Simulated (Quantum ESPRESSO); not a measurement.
## Be2S in Quantum ESPRESSO: the effect of dispersion

The system is Be2S.

```xyz
3
Lattice="3.1576 0.0000 0.0000 0.0000 3.1576 0.0000 0.0000 0.0000 3.9404" Properties=species:S:1:pos:R:3 pbc="T T T"
Be    0.0000    1.5788    0.6641
Be    1.5788    0.0000    3.2763
S     1.5788    1.5788    1.9702
```

The cell was built by a generator and needn't be a form met in nature.

Alike in all runs:

- Program: Quantum ESPRESSO 7.5
- Task: phonons
- Potentials or basis: GBRV 1.5 PBE
- Cutoff: 612 eV
- Density cutoff: 4898 eV
- k mesh: 6 × 6 × 6, shifted
- Occupations: fermi-dirac, width 0.05 eV
- Spin: no spin polarisation

Each run relaxes the cell or the atoms first.

Question: One run gave: relaxed volume 12.40 Å³/atom; dielectric constant 15.75 mean. Which dispersion did it use?
A. none
B. D2
C. rVV10
D. D3(BJ) two-body
E. rev-vdW-DF2

Answer: D.

```tsv
dispersion	functional	relaxed volume (Å³/atom)	dielectric constant (mean)
none	PBE	13.17	14.75
D2	PBE	13.04	14.39
D3(BJ) two-body	PBE	12.40	15.75
rVV10	rPW86PBE	13.46	14.02
rev-vdW-DF2	rev-vdW-DF2	13.18	14.51
```

Caveats: the potentials were made for another functional, which shifts forces and pressure (some runs); the layers were relaxed without a dispersion term, so their spacing and the soft interlayer modes are unreliable (some runs); the acoustic modes lie far from zero, so the frequencies are unreliable (some runs); some modes are imaginary (some runs).
